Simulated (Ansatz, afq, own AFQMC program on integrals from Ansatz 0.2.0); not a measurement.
# SiH2Br (doublet): quantum Monte Carlo beside coupled cluster at distance Br1–H2 along a hydrogen transfer = 1.767 Å, cc-pVTZ

Aim: compute SiH2Br (doublet) with auxiliary-field quantum Monte Carlo on the same integrals as coupled cluster, and set the energies side by side.

Computed with Ansatz 0.2.0, Gaussian basis, and an in-house AFQMC program (afq) on its integrals; all values are calculated. Level: cc-pVTZ, frozen cores.

To be run: PBE (unrestricted); CCSD(T) on UHF; r2SCAN (unrestricted); PBE0 (unrestricted); B3LYP (unrestricted); wB97M-V (unrestricted); B2PLYP (unrestricted); CCSDT(Q) on UHF; CCSD(T) on UHF; CCSD(T) on UHF; Phaseless AFQMC, CISD trial on UHF; CCSD(T) on ROHF; CCSDT(Q) on ROHF; Phaseless AFQMC, CISD trial on ROHF.

**1. The geometry**

The geometry derives from fragments relaxed apart (PBE0/def2-TZVP) and kept rigid, so it is no stationary point. A hydrogen atom is moved between rigid fragments. No spin-orbit coupling is included. The filled d shell of Br may be among the frozen orbitals whatever the setting's name suggests; the logs give the count.

4 atoms, charge 0, spin multiplicity 2.

Atoms are counted from 1 here; the program's logs count them from 0.

Bond lengths: Br1–H2 1.767 Å, Si3–H4 1.532 Å.

**2. PBE (unrestricted)**

Contents of in.yaml:

```yaml
crystal:
  periodic: [false, false, false]
  atoms:
    - {symbol: Br, position_ang: [-2.375859, 0.369878, 0.000000]}
    - {symbol: H, position_ang: [-0.608859, 0.369878, 0.000000]}
    - {symbol: Si, position_ang: [1.294141, 0.369878, 0.000000]}
    - {symbol: H, position_ang: [1.690576, -1.109635, 0.000000]}
basis:
  gaussian: {orbitals: cc-pVTZ}
magnetization: {spin_polarized: true, initial_magnetization: 1}
hamiltonian: {xc: {name: PBE}}
output: {orbitals: {seedname: orbitals}}
```

Command:

```console
$ ansatz run in.yaml --threads 1 --pin off --events-out ev --progress --plain --max-ram 5632MiB --backend cpu
```

Standard output:

```text
Functional definition: PBE
  name "PBE"
  cite "Perdew, Burke & Ernzerhof, Phys. Rev. Lett. 77, 3865 (1996) doi:10.1103/PhysRevLett.77.3865"
  parent pbe
  parameter kappa = 0.804
  parameter beta = 0.06672455060314922
  exchange = pbe_x(kappa = kappa, mu = beta*pi^2/3)
  correlation = pbe_c(beta = beta)
769 factors; their error is unknown
mean field evaluation 1: about -77939.3876 eV, gradient 1.1e1 eV
mean field evaluation 2: about -77899.9312 eV, gradient 5.4e1 eV
mean field evaluation 4: about -77940.4295 eV, gradient 2.5e0 eV
mean field evaluation 8: about -77940.4781 eV, gradient 1.1e-1 eV
mean field evaluation 16: about -77940.4528 eV, gradient 4.3e-5 eV
mean field evaluation 32: about -77938.3995 eV, gradient 2.3e-2 eV
mean field evaluation 64: about -77939.9967 eV, gradient 7.0e-1 eV
mean field evaluation 96: about -77940.4215 eV, gradient 6.9e-1 eV
mean field -77940.45281698 eV, -2864.2588110876 hartree, gradient 1.4e-5 eV, S^2 0.755312; 10 other end points of the search recorded, 0 dependent functions left out
reference -77940.45284871 eV, -2864.2588122537 hartree; 26, 25 occupied and 79, 80 virtual orbitals, 769 factors
Total energy: -77940.45284871 eV, -2864.2588122537 hartree
```

It took 12 s on 1 thread of AMD EPYC 7R13 (Zen 3), shared host; peak memory 1.8 GiB.

From the report: ⟨S²⟩ of the determinant 0.755 (pure doublet: 0.75).

**3. CCSD(T) on UHF**

Changes to in.yaml since step 2:

```diff
@@ -10,3 +10,2 @@
 magnetization: {spin_polarized: true, initial_magnetization: 1}
-hamiltonian: {xc: {name: PBE}}
-output: {orbitals: {seedname: orbitals}}
+correlation: {method: ccsd_t, electrons: outside_noble_gas, hamiltonian_folder: ham}
```

Command:

```console
$ ansatz run in.yaml --threads 1 --pin off --events-out ev --progress --plain --max-ram 16896MiB --backend cuda --devices 0, --max-vram 18GiB
```

Standard output (excerpt; [...] marks lines left out):

```text
Functional definition: HF
  name "HF"
  cite "Fock, Z. Phys. 61, 126 (1930) doi:10.1007/BF01340294"
  parent pbe
[...]
637 factors; integrals over basis functions are off by at most 1.2e-3 eV
[...]
mean field -77891.62975685 eV, -2862.4645967212 hartree, gradient 1.9e-6 eV, S^2 0.975746; 23 other end points of the search recorded, 0 dependent functions left out
determinant -77891.62975685 eV, -2862.4645967212 hartree, with singles and doubles -77899.99082537 eV, -2862.7718603219 hartree
determinant -77891.19262785 eV, -2862.4485325268 hartree, with singles and doubles -77899.35136437 eV, -2862.7483605640 hartree
determinant -77891.06880038 eV, -2862.4439819512 hartree, with singles and doubles -77899.60109782 eV, -2862.7575380989 hartree
determinant -77890.84817545 eV, -2862.4358741347 hartree, with singles and doubles -77899.46849915 eV, -2862.7526651875 hartree
[...]
determinant -77891.62975685 eV, -2862.4645967212 hartree, with singles and doubles -77899.93303447 eV, -2862.7697365456 hartree
determinant -77891.06880038 eV, -2862.4439819512 hartree, with singles and doubles -77899.87391423 eV, -2862.7675639170 hartree
determinant -77890.84817545 eV, -2862.4358741347 hartree, with singles and doubles -77899.37803759 eV, -2862.7493407865 hartree
determinant -77891.61625666 eV, -2862.4641005987 hartree, with singles and doubles -77900.03564771 eV, -2862.7735075128 hartree
19 core orbitals not correlated: weight in the atoms' cores, before any rotation towards them, 1.000 or more for the frozen orbitals, at most 0.000 for the correlated occupied ones
reference -77891.62975685 eV, -2862.4645967212 hartree; 7, 6 occupied and 79, 80 virtual orbitals, 637 factors
second order -7.03759147 eV of doubles, -0.00000000 eV of singles
cycle   1  -8.30327892 eV  change   -1.3e-6 eV  update   4.3e-6
perturbative correction -0.32278166 eV, -0.0118620071 hartree
Total energy: -77900.25581742 eV, -2862.7815986004 hartree
```

Wall time 30 s (1 × NVIDIA H100 80GB HBM3 with 1 thread of AMD EPYC 7R13 (Zen 3), shared host); peak host memory 1.8 GiB.

From the report: ⟨S²⟩ of the determinant 0.976 (pure doublet: 0.75); correlation -8.6261 eV; T1 0.058; largest double amplitude 0.06.

This run also writes the integrals to the folder ham.

**4. r2SCAN (unrestricted)**

Changes to in.yaml since step 3:

```diff
@@ -10,2 +10,2 @@
 magnetization: {spin_polarized: true, initial_magnetization: 1}
-correlation: {method: ccsd_t, electrons: outside_noble_gas, hamiltonian_folder: ham}
+hamiltonian: {xc: {name: r2SCAN}}
```

Command:

```console
$ ansatz run in.yaml --threads 1 --pin off --events-out ev --progress --plain --max-ram 5632MiB --backend cpu
```

Standard output (excerpt; [...] marks lines left out):

```text
Functional definition: r2SCAN
  name "r2SCAN"
  cite "Furness, Kaplan, Ning, Perdew & Sun, J. Phys. Chem. Lett. 11, 8208 (2020) doi:10.1021/acs.jpclett.0c02405"
  cite "Furness, Kaplan, Ning, Perdew & Sun, J. Phys. Chem. Lett. 11, 9248 (2020) doi:10.1021/acs.jpclett.0c03077"
  parent r2scan
[...]
769 factors; their error is unknown
[...]
mean field -77953.76551109 eV, -2864.7480435726 hartree, gradient 5.0e-6 eV, S^2 0.761439; 10 other end points of the search recorded, 0 dependent functions left out
reference -77953.76552230 eV, -2864.7480439846 hartree; 26, 25 occupied and 79, 80 virtual orbitals, 769 factors
Total energy: -77953.76552230 eV, -2864.7480439846 hartree
```

It took 33 s on 1 thread of AMD EPYC 7R13 (Zen 3), shared host; peak memory 1.8 GiB.

From the report: ⟨S²⟩ of the determinant 0.761 (pure doublet: 0.75).

**5. PBE0 (unrestricted)**

Changes to in.yaml since step 4:

```diff
@@ -10,2 +10,3 @@
 magnetization: {spin_polarized: true, initial_magnetization: 1}
-hamiltonian: {xc: {name: r2SCAN}}
+hamiltonian: {xc: {name: PBE0}}
+output: {orbitals: {seedname: orbitals}}
```

The command is unchanged.

Standard output:

```text
Functional definition: PBE0
  name "PBE0"
  cite "Adamo & Barone, J. Chem. Phys. 110, 6158 (1999) doi:10.1063/1.478522"
  cite "Perdew, Burke & Ernzerhof, Phys. Rev. Lett. 77, 3865 (1996) doi:10.1103/PhysRevLett.77.3865"
  parent pbe
  parameter a = 0.25
  parameter kappa = 0.804
  parameter beta = 0.06672455060314922
  exchange = (1 - a)*pbe_x(kappa = kappa, mu = beta*pi^2/3) + a*exact_x
  correlation = pbe_c(beta = beta)
817 factors; their error is unknown
mean field evaluation 1: about -77942.2454 eV, gradient 9.9e0 eV
mean field evaluation 2: about -77939.2706 eV, gradient 2.2e1 eV
mean field evaluation 4: about -77943.2265 eV, gradient 1.0e0 eV
mean field evaluation 8: about -77943.2377 eV, gradient 4.1e-2 eV
mean field evaluation 16: about -77943.4953 eV, gradient 1.1e-4 eV
mean field evaluation 32: about -77943.4953 eV, gradient 1.7e-5 eV
mean field -77943.49525116 eV, -2864.3706184815 hartree, gradient 1.7e-5 eV, S^2 0.762976; 2 other end points of the search recorded, 0 dependent functions left out
reference -77943.49527531 eV, -2864.3706193691 hartree; 26, 25 occupied and 79, 80 virtual orbitals, 817 factors
Total energy: -77943.49527531 eV, -2864.3706193691 hartree
```

It took 5.5 s on 1 thread of AMD EPYC 7R13 (Zen 3), shared host; peak memory 1.8 GiB.

From the report: ⟨S²⟩ of the determinant 0.763 (pure doublet: 0.75).

**6. B3LYP (unrestricted)**

Changes to in.yaml since step 5:

```diff
@@ -10,3 +10,2 @@
 magnetization: {spin_polarized: true, initial_magnetization: 1}
-hamiltonian: {xc: {name: PBE0}}
-output: {orbitals: {seedname: orbitals}}
+hamiltonian: {xc: {name: B3LYP}}
```

Same command.

Standard output (excerpt; [...] marks lines left out):

```text
Functional definition: B3LYP
  name "B3LYP"
  cite "Stephens, Devlin, Chabalowski & Frisch, J. Phys. Chem. 98, 11623 (1994) doi:10.1021/j100096a001"
  cite "Becke, Phys. Rev. A 38, 3098 (1988) doi:10.1103/PhysRevA.38.3098"
  cite "Lee, Yang & Parr, Phys. Rev. B 37, 785 (1988) doi:10.1103/PhysRevB.37.785"
  cite "Vosko, Wilk & Nusair, Can. J. Phys. 58, 1200 (1980) doi:10.1139/p80-159"
[...]
808 factors; their error is unknown
[...]
mean field -77956.56619049 eV, -2864.8509666420 hartree, gradient 1.9e-5 eV, S^2 0.758815; 2 other end points of the search recorded, 0 dependent functions left out
reference -77956.56640577 eV, -2864.8509745535 hartree; 26, 25 occupied and 79, 80 virtual orbitals, 808 factors
Total energy: -77956.56640577 eV, -2864.8509745535 hartree
```

Wall time 4.1 s (1 thread of AMD EPYC 7R13 (Zen 3), shared host); peak memory 1.8 GiB.

From the report: ⟨S²⟩ of the determinant 0.759 (pure doublet: 0.75).

**7. wB97M-V (unrestricted)**

Changes to in.yaml since step 6:

```diff
@@ -10,2 +10,3 @@
 magnetization: {spin_polarized: true, initial_magnetization: 1}
-hamiltonian: {xc: {name: B3LYP}}
+hamiltonian: {xc: {name: wB97M-V}}
+output: {orbitals: {seedname: orbitals}}
```

Same command.

Standard output (excerpt; [...] marks lines left out):

```text
Functional definition: wB97M-V
  name "wB97M-V"
  cite "Mardirossian & Head-Gordon, J. Chem. Phys. 144, 214110 (2016) doi:10.1063/1.4952647"
  cite "Becke, J. Chem. Phys. 107, 8554 (1997) doi:10.1063/1.475007"
  cite "Vydrov & Van Voorhis, J. Chem. Phys. 133, 244103 (2010) doi:10.1063/1.3521275"
  # Of w^i u^j: cxij and so on, Table III.
[...]
  gx(w, u) = 1 - cx + cx01*u + cx10*w
  gss(w, u) = css00 + css04*u^4 + css10*w + css20*w^2 + css43*w^4*u^3
  gos(w, u) = cos00 + cos10*w + (cos20 + cos21*u)*w^2 + (cos60 + cos61*u)*w^6
[...]
      + integral(e_c_pw_mod_opposite_spin*gos(b97_w_opposite, b97_u_opposite)) + vv10(b, c)
800 factors; their error is unknown
145 factors; integrals over basis functions are off by at most 4.3e-5 eV
[...]
mean field -77950.19854181 eV, -2864.6169598691 hartree, gradient 8.4e-6 eV, S^2 0.761310; 1 other end points of the search recorded, 0 dependent functions left out
reference -77950.19857880 eV, -2864.6169612284 hartree; 26, 25 occupied and 79, 80 virtual orbitals, 800 factors
Total energy: -77950.19857880 eV, -2864.6169612284 hartree
```

It took 25 s on 1 thread of AMD EPYC 7R13 (Zen 3), shared host; peak memory 1.8 GiB.

From the report: ⟨S²⟩ of the determinant 0.761 (pure doublet: 0.75).

**8. B2PLYP (unrestricted)**

Changes to in.yaml since step 7:

```diff
@@ -10,3 +10,3 @@
 magnetization: {spin_polarized: true, initial_magnetization: 1}
-hamiltonian: {xc: {name: wB97M-V}}
-output: {orbitals: {seedname: orbitals}}
+hamiltonian: {xc: {name: B2PLYP}}
+correlation: {electrons: outside_noble_gas}
```

Launched as before.

Standard output (excerpt; [...] marks lines left out):

```text
Functional definition: B2PLYP
  name "B2PLYP"
  cite "Grimme, J. Chem. Phys. 124, 034108 (2006) doi:10.1063/1.2148954"
  cite "Becke, Phys. Rev. A 38, 3098 (1988) doi:10.1103/PhysRevA.38.3098"
  cite "Lee, Yang & Parr, Phys. Rev. B 37, 785 (1988) doi:10.1103/PhysRevB.37.785"
[...]
637 factors; integrals over basis functions are off by at most 1.2e-3 eV
[...]
mean field -77937.82370130 eV, -2864.1621928684 hartree, gradient 5.0e-6 eV, S^2 0.776177; 4 other end points of the search recorded, 0 dependent functions left out
19 core orbitals not correlated: weight in the atoms' cores, before any rotation towards them, 1.000 or more for the frozen orbitals, at most 0.000 for the correlated occupied ones
reference -77937.82383899 eV, -2864.1621979286 hartree; 7, 6 occupied and 79, 80 virtual orbitals, 637 factors
second order -8.95814446 eV of doubles, -0.00000000 eV of singles
Total energy: -77940.24253800 eV, -2864.2510834775 hartree
```

Run time: 8.5 s. Hardware: 1 thread of AMD EPYC 7R13 (Zen 3), shared host; peak memory 1.8 GiB.

From the report: ⟨S²⟩ of the determinant 0.776 (pure doublet: 0.75).

**9. CCSDT(Q) on UHF**

Changes to in.yaml since step 8:

```diff
@@ -10,3 +10,2 @@
 magnetization: {spin_polarized: true, initial_magnetization: 1}
-hamiltonian: {xc: {name: B2PLYP}}
-correlation: {electrons: outside_noble_gas}
+correlation: {method: ccsdt_q, electrons: outside_noble_gas}
```

Command:

```console
$ ansatz run in.yaml --threads 1 --pin off --events-out ev --progress --plain --max-ram 16896MiB --backend cuda --devices 0, --max-vram 18GiB
```

Standard output (excerpt; [...] marks lines left out):

```text
Functional definition: HF
  name "HF"
  cite "Fock, Z. Phys. 61, 126 (1930) doi:10.1007/BF01340294"
  parent pbe
[...]
1219 factors; integrals over basis functions are off by at most 2.1e-7 eV
[...]
mean field -77891.62979224 eV, -2862.4645980217 hartree, gradient 2.1e-6 eV, S^2 0.975751; 21 other end points of the search recorded, 0 dependent functions left out
determinant -77891.62979224 eV, -2862.4645980217 hartree, with singles and doubles -77899.99280343 eV, -2862.7719330145 hartree
determinant -77891.19267251 eV, -2862.4485341680 hartree, with singles and doubles -77899.35067289 eV, -2862.7483351522 hartree
determinant -77891.06884199 eV, -2862.4439834802 hartree, with singles and doubles -77899.60059956 eV, -2862.7575197881 hartree
determinant -77890.84822125 eV, -2862.4358758177 hartree, with singles and doubles -77899.46834625 eV, -2862.7526595686 hartree
[...]
determinant -77890.84822125 eV, -2862.4358758177 hartree, with singles and doubles -77899.37807425 eV, -2862.7493421338 hartree
determinant -77891.61629119 eV, -2862.4641018676 hartree, with singles and doubles -77900.03549335 eV, -2862.7735018401 hartree
determinant -77891.61629119 eV, -2862.4641018676 hartree, with singles and doubles -77899.93890444 eV, -2862.7699522630 hartree
19 core orbitals not correlated: weight in the atoms' cores, before any rotation towards them, 1.000 or more for the frozen orbitals, at most 0.000 for the correlated occupied ones
reference -77891.61629119 eV, -2862.4641018676 hartree; 7, 6 occupied and 79, 80 virtual orbitals, 1219 factors
second order -7.16187137 eV of doubles, -0.00000000 eV of singles
cycle   1  -7.93476259 eV  change   -7.7e-1 eV  update   9.4e-2
[...]
cycle  21  -8.68516148 eV  change    7.6e-7 eV  update   1.5e-6
perturbative correction -0.01644684 eV, -0.0006044103 hartree
Total energy: -77900.31789951 eV, -2862.7838800751 hartree
```

Run time: 96 s. Hardware: 1 × NVIDIA H100 80GB HBM3 with 1 thread of AMD EPYC 7R13 (Zen 3), shared host; peak host memory 1.8 GiB.

From the report: ⟨S²⟩ of the determinant 0.824 (pure doublet: 0.75); correlation -8.7016 eV; T1 0.022; largest double amplitude 0.08.

**10. CCSD(T) on UHF**

Changes to in.yaml since step 9:

```diff
@@ -8,4 +8,4 @@
 basis:
-  gaussian: {orbitals: cc-pVTZ}
+  gaussian: {orbitals: def2-TZVPP}
 magnetization: {spin_polarized: true, initial_magnetization: 1}
-correlation: {method: ccsdt_q, electrons: outside_noble_gas}
+correlation: {method: ccsd_t, electrons: outside_noble_gas}
```

Same command.

Standard output (excerpt; [...] marks lines left out):

```text
Functional definition: HF
  name "HF"
  cite "Fock, Z. Phys. 61, 126 (1930) doi:10.1007/BF01340294"
  parent pbe
[...]
723 factors; integrals over basis functions are off by at most 1.3e-3 eV
[...]
mean field -77890.23063223 eV, -2862.4131798397 hartree, gradient 2.7e-6 eV, S^2 0.980770; 22 other end points of the search recorded, 0 dependent functions left out
determinant -77890.23063223 eV, -2862.4131798397 hartree, with singles and doubles -77898.62991770 eV, -2862.7218478876 hartree
determinant -77889.79494549 eV, -2862.3971686475 hartree, with singles and doubles -77897.98877902 eV, -2862.6982864758 hartree
determinant -77889.66971854 eV, -2862.3925666419 hartree, with singles and doubles -77898.24117146 eV, -2862.7075617268 hartree
determinant -77889.52565858 eV, -2862.3872725361 hartree, with singles and doubles -77897.97566352 eV, -2862.6978044901 hartree
[...]
determinant -77890.23063223 eV, -2862.4131798397 hartree, with singles and doubles -77898.56681555 eV, -2862.7195289265 hartree
determinant -77889.66971854 eV, -2862.3925666419 hartree, with singles and doubles -77898.50567175 eV, -2862.7172819334 hartree
determinant -77889.44697692 eV, -2862.3843810383 hartree, with singles and doubles -77898.00994658 eV, -2862.6990643691 hartree
determinant -77890.21622869 eV, -2862.4126505196 hartree, with singles and doubles -77898.67544446 eV, -2862.7235209654 hartree
19 core orbitals not correlated: weight in the atoms' cores, before any rotation towards them, 1.000 or more for the frozen orbitals, at most 0.000 for the correlated occupied ones
reference -77890.23063223 eV, -2862.4131798397 hartree; 7, 6 occupied and 92, 93 virtual orbitals, 723 factors
second order -7.06933822 eV of doubles, -0.00000000 eV of singles
cycle   1  -8.33618494 eV  change   -1.6e-6 eV  update   4.5e-6
perturbative correction -0.32972274 eV, -0.0121170871 hartree
Total energy: -77898.89653990 eV, -2862.7316460727 hartree
```

Run time: 42 s. Hardware: 1 × NVIDIA H100 80GB HBM3 with 1 thread of AMD EPYC 7R13 (Zen 3), shared host; peak host memory 1.8 GiB.

From the report: ⟨S²⟩ of the determinant 0.981 (pure doublet: 0.75); correlation -8.6659 eV; T1 0.058; largest double amplitude 0.05.

**11. CCSD(T) on UHF**

Changes to in.yaml since step 10:

```diff
@@ -8,3 +8,3 @@
 basis:
-  gaussian: {orbitals: def2-TZVPP}
+  gaussian: {orbitals: "def2-QZVPP.json"}
 magnetization: {spin_polarized: true, initial_magnetization: 1}
```

Launched as before.

Standard output (excerpt; [...] marks lines left out):

```text
Functional definition: HF
  name "HF"
  cite "Fock, Z. Phys. 61, 126 (1930) doi:10.1007/BF01340294"
  parent pbe
[...]
1354 factors; integrals over basis functions are off by at most 1.2e-3 eV
[...]
mean field -77891.81274314 eV, -2862.4713213434 hartree, gradient 1.6e-6 eV, S^2 0.985047; 24 other end points of the search recorded, 0 dependent functions left out
determinant -77891.81274314 eV, -2862.4713213434 hartree, with singles and doubles -77900.89432984 eV, -2862.8050634990 hartree
determinant -77891.37417461 eV, -2862.4552042472 hartree, with singles and doubles -77900.23039175 eV, -2862.7806642243 hartree
determinant -77891.24844550 eV, -2862.4505837876 hartree, with singles and doubles -77900.49835244 eV, -2862.7905115978 hartree
determinant -77891.10408874 eV, -2862.4452787748 hartree, with singles and doubles -77900.21933534 eV, -2862.7802579088 hartree
[...]
determinant -77891.24844550 eV, -2862.4505837876 hartree, with singles and doubles -77900.67842037 eV, -2862.7971289722 hartree
determinant -77891.02310432 eV, -2862.4423026520 hartree, with singles and doubles -77900.16121622 eV, -2862.7781220703 hartree
determinant -77891.79762403 eV, -2862.4707657265 hartree, with singles and doubles -77900.94529018 eV, -2862.8069362570 hartree
19 core orbitals not correlated: weight in the atoms' cores, before any rotation towards them, 1.000 or more for the frozen orbitals, at most 0.000 for the correlated occupied ones
reference -77891.81274314 eV, -2862.4713213434 hartree; 7, 6 occupied and 193, 194 virtual orbitals, 1354 factors
second order -7.73473263 eV of doubles, -0.00000000 eV of singles
cycle   1  -8.92769711 eV  change   -2.6e-6 eV  update   5.4e-6
cycle   2  -8.92770040 eV  change   -3.3e-6 eV  update   4.4e-6
perturbative correction -0.38509519 eV, -0.0141519872 hartree
Total energy: -77901.12553873 eV, -2862.8135602688 hartree
```

Wall time 84 s (1 × NVIDIA H100 80GB HBM3 with 1 thread of AMD EPYC 7R13 (Zen 3), shared host); peak host memory 1.8 GiB.

From the report: ⟨S²⟩ of the determinant 0.985 (pure doublet: 0.75); correlation -9.3128 eV; T1 0.059; largest double amplitude 0.05.

(Part 1 of 2 ends here.)
